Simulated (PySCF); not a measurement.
# CaO₂: structure of the singlet

Where does singlet CaO₂ go from a bent start, is the end point a minimum, and what are its modes, charges and moments?

The runs use PySCF 2.14.0; PBE0, basis Ca def2-TZVP, O def2-TZVP, no relativity, density fitting.

## (1) Where the work starts

3 atoms, charge 0, spin multiplicity 1.

Bond lengths: Ca1–O2 2.040 Å, Ca1–O3 2.040 Å. Angles: O2–Ca1–O3 110.0°.

```xyz
3
charge 0 multiplicity 1
Ca    0.0000    0.0000    0.0000
O     1.6711    0.0000    1.1701
O    -1.6711    0.0000    1.1701
```

## (2) First SCF at the start

One driver script runs all steps and calls PySCF; scf.py shows how it sets up the SCF of each step. The optimiser is the driver's own. After this first run the driver tries any further starts and a stability analysis.

File scf.py:

```python
from pyscf import gto, scf, dft
mol = gto.M(atom='''
Ca     0.000000     0.000000     0.000000
O      1.671100     0.000000     1.170100
O     -1.671100     0.000000     1.170100''',
    basis={'Ca': 'def2-TZVP', 'O': 'def2-TZVP'},
    charge=0, spin=0)
mf = dft.RKS(mol, xc='PBE0')
mf.grids.atom_grid = (50, 194)
aux = {'Ca': 'def2-universal-JKFIT', 'O': 'def2-universal-JKFIT'}
mf = mf.density_fit(auxbasis=aux)
mf.conv_tol = 1e-08
mf.diis_space = 10
mf.max_cycle = 60
mf.init_guess = 'minao'
mf.verbose = 4
mf.kernel()
```

Launch:

```sh
OMP_NUM_THREADS=2 python axn.py task.json out
```

What it wrote:

```text
init E= -827.376468794388
  HOMO = -0.424242920847371  LUMO = -0.416963305238476  gap/eV = 0.19809
cycle= 1 E= -827.438879652639  delta_E= -0.0624  |g|= 0.757  |ddm|= 2.16
  HOMO = -0.128573806313113  LUMO = -0.0790204331272565  gap/eV = 1.34842
cycle= 2 E= -826.84153704303  delta_E= 0.597  |g|= 1.84  |ddm|= 1.49
  HOMO = -0.260682910754271  LUMO = -0.200178976131276  gap/eV = 1.64640
cycle= 3 E= -827.572662389304  delta_E= -0.731  |g|= 0.0895  |ddm|= 1.09
  HOMO = -0.267266092557048  LUMO = -0.204771948469052  gap/eV = 1.70055
cycle= 4 E= -827.57421994854  delta_E= -0.00156  |g|= 0.0363  |ddm|= 0.111
  HOMO = -0.265786839857899  LUMO = -0.203258302841967  gap/eV = 1.70149
cycle= 5 E= -827.574495398994  delta_E= -0.000275  |g|= 0.00586  |ddm|= 0.0295
  HOMO = -0.266439259848204  LUMO = -0.20396192747296  gap/eV = 1.70009
cycle= 6 E= -827.574505966154  delta_E= -1.06e-05  |g|= 0.00114  |ddm|= 0.00624
  HOMO = -0.26647739764833  LUMO = -0.204022000716265  gap/eV = 1.69950
cycle= 7 E= -827.574507241123  delta_E= -1.27e-06  |g|= 0.000558  |ddm|= 0.00253
  HOMO = -0.266427609405682  LUMO = -0.203993359678115  gap/eV = 1.69892
cycle= 8 E= -827.574508349421  delta_E= -1.11e-06  |g|= 0.000401  |ddm|= 0.00299
  HOMO = -0.266340924023061  LUMO = -0.203960060464624  gap/eV = 1.69747
cycle= 9 E= -827.574509718615  delta_E= -1.37e-06  |g|= 0.000192  |ddm|= 0.00595
  HOMO = -0.266303407098714  LUMO = -0.203958237350292  gap/eV = 1.69650
cycle= 10 E= -827.574510008756  delta_E= -2.9e-07  |g|= 0.00024  |ddm|= 0.0038
  HOMO = -0.266302797755179  LUMO = -0.203959209023274  gap/eV = 1.69646
cycle= 11 E= -827.574509993714  delta_E= 1.5e-08  |g|= 0.000362  |ddm|= 0.000311
  HOMO = -0.266302681280616  LUMO = -0.203965065544239  gap/eV = 1.69629
cycle= 12 E= -827.574510029078  delta_E= -3.54e-08  |g|= 7.15e-06  |ddm|= 0.000524
  HOMO = -0.266302160379371  LUMO = -0.203964715575033  gap/eV = 1.69629
cycle= 13 E= -827.574510029091  delta_E= -1.23e-11  |g|= 8.55e-07  |ddm|= 8.68e-06
  HOMO = -0.266301917071666  LUMO = -0.203964454804606  gap/eV = 1.69629
Extra cycle  E= -827.574510029089  delta_E= 1.93e-12  |g|= 8.48e-07  |ddm|= 1.99e-06
converged SCF energy = -827.574510029089
```

This step, with its further starts and checks, ran for 7 s (2 threads of Arm Neoverse V1, shared host).

Energies from each starting density:

```csv
start,energy (Eh)
the minimal-basis guess,-827.574510
a thermally smeared density,-827.574510
a smeared PBE density,-827.574510
```

No lower closed-shell solution turned up from the other starts or in the test of internal stability.

## (3) Relaxation: bent start, singlet

The program finds C2v symmetry in the start, which this walk keeps. The walk stops when the largest gradient is under 0.0003 Eh/bohr and the energy has settled too.

scf.py: that of step 2 with these lines changed.

```diff
@@ -3,3 +3,3 @@
-Ca     0.000000     0.000000     0.000000
-O      1.671100     0.000000     1.170100
-O     -1.671100     0.000000     1.170100''',
+Ca     0.000000     0.000000    -0.520223
+O      1.671100     0.000000     0.649877
+O     -1.671100     0.000000     0.649877''',
@@ -15 +14,0 @@
-mf.init_guess = 'minao'
```

The optimiser's trace:

```csv
step,energy (Eh),change (kJ/mol),largest symmetric gradient (Eh/bohr)
0,-827.574510,0.00,0.00691
1,-827.574989,-1.26,0.00437
2,-827.578565,-10.65,0.02967
3,-827.596950,-58.92,0.03481
4,-827.639709,-171.18,0.05408
5,-827.686019,-292.77,0.04094
6,-827.688433,-299.11,0.03647
7,-827.691090,-306.08,0.00743
8,-827.691183,-306.33,0.00127
9,-827.691186,-306.33,0.00004
```

The walk took 12 s.

End point (C2v, 9 steps, 306.3 kJ/mol gained): Ca–O 1.965 Å (×2), O–O 1.484 Å; Ca–O–O 67.8° (×2), O–Ca–O 44.4°.

## (4) Hessian and properties

The point is checked on the finer grid, and tightened if its gradient asks for it. The Hessian and the dipole derivatives come from central differences of analytic gradients, with steps of 0.02 bohr.

scf.py: that of step 3 with these lines changed.

```diff
@@ -3,3 +3,3 @@
-Ca     0.000000     0.000000    -0.520223
-O      1.671100     0.000000     0.649877
-O     -1.671100     0.000000     0.649877''',
+Ca     0.000000     0.000000    -0.809095
+O      0.742283     0.000000     1.010779
+O     -0.742283     0.000000     1.010779''',
@@ -9 +9 @@
-mf.grids.atom_grid = (50, 194)
+mf.grids.atom_grid = (75, 302)
@@ -12 +12 @@
-mf.conv_tol = 1e-08
+mf.conv_tol = 1e-10
```

The driver hands on the density of the step before, so the log starts near convergence.

SCF at the final geometry:

```text
init E= -827.69113506311
  HOMO = -0.155146901745478  LUMO = -0.072283199315514  gap/eV = 2.25484
cycle= 1 E= -827.691135062822  delta_E= 2.88e-10  |g|= 4.34e-05  |ddm|= 2.73e-05
  HOMO = -0.155143494945166  LUMO = -0.0722835944214779  gap/eV = 2.25473
cycle= 2 E= -827.691135060966  delta_E= 1.86e-09  |g|= 0.000111  |ddm|= 6.94e-05
  HOMO = -0.155145552164461  LUMO = -0.072283330703911  gap/eV = 2.25480
cycle= 3 E= -827.691135063159  delta_E= -2.19e-09  |g|= 2.07e-06  |ddm|= 4.98e-05
  HOMO = -0.15514580847446  LUMO = -0.0722833054455521  gap/eV = 2.25480
cycle= 4 E= -827.691135063161  delta_E= -1.48e-12  |g|= 3.16e-07  |ddm|= 1.31e-06
  HOMO = -0.155145750702538  LUMO = -0.072283323617377  gap/eV = 2.25480
Extra cycle  E= -827.69113506316  delta_E= 1.02e-12  |g|= 5.89e-07  |ddm|= 5.4e-07
converged SCF energy = -827.69113506316
```

The whole step took 16 s.

Geometry: C2v; Ca–O 1.965 Å (×2), O–O 1.485 Å; Ca–O–O 67.8° (×2), O–Ca–O 44.4°.

Modes, for the most abundant isotopes:

```tsv
symmetry	ω (cm⁻¹)	IR (km/mol)	μ (u)
b2	530	45.2	17.04
a1	649	98.8	21.06
a1	869	67.7	16.42
```

All wavenumbers are real: a minimum.

Properties at this point:

```yaml
Dipole_moment: 10.31 D
Highest_occupied_level: -4.22 eV
Lowest_empty_level: -1.97 eV
Rotational_constants: 0.9564, 0.2865, 0.2204 cm⁻¹
Zero-point_energy: 12.2 kJ/mol
Principal_polarisabilities: 21.0, 29.4, 39.0 bohr³
Atomisation_energy_without_zero-point_energy: 730 kJ/mol
Principal_traceless_quadrupole_moments_about_the_centre_of_mass: -3.24, 1.06, 2.18 D Å
Entropy_at_298.15_K_and_1_bar: 256.5 J/(mol K)
Heat_capacity_Cp_at_298.15_K: 44.4 J/(mol K)
Enthalpy_at_298.15_K_above_0_K: 10.96 kJ/mol
Rotational_symmetry_number: 2
```

Charges (e) and bond orders:

```
atom  Mulliken  Löwdin  polar tensor  Mayer order to Ca1
 Ca1      1.08    0.81          1.38                   –
O2,3     -0.54   -0.41         -0.69                0.81
```

Outer orbital energies (eV). occupied: -27.90, -24.73, -19.41, -9.04, -8.25, -7.93, -5.08, -4.22; empty: -1.97, -0.29, -0.27, 0.45.

Mulliken populations on Ca1: s 6.10, p 12.07, d 0.76.

## (5) Would spin polarisation lower it?

At the lowest minimum the closed shell is tested against spin polarisation, on the (50, 194) grid. It is stable.

## (6) Results

| quantity | value |
| --- | --- |
| minimum | singlet, C2v |
| geometry | Ca–O 1.965 Å (×2), O–O 1.485 Å; Ca–O–O 67.8° (×2), O–Ca–O 44.4° |
| wavenumbers (cm⁻¹) | 530 (b2), 649 (a1), 869 (a1) |
| dipole moment | 10.31 D |
| highest occupied, lowest empty level | -4.22, -1.97 eV |
| polar-tensor charge of Ca1 | +1.38 e |
| zero-point energy | 12.2 kJ/mol |
| entropy at 298.15 K | 256.5 J/(mol K) |
| atomisation energy (no zero-point energy) | 730 kJ/mol |

The bent start keeps its C2v symmetry and ends in a minimum. In the infrared the band at 649 cm⁻¹ (a1) leads. With 10.3 D the molecule is strongly polar. Only this shape and spin were tried, so other structures or states may lie lower.

The search up to here ran for 37 s (2 threads of Arm Neoverse V1, shared host).
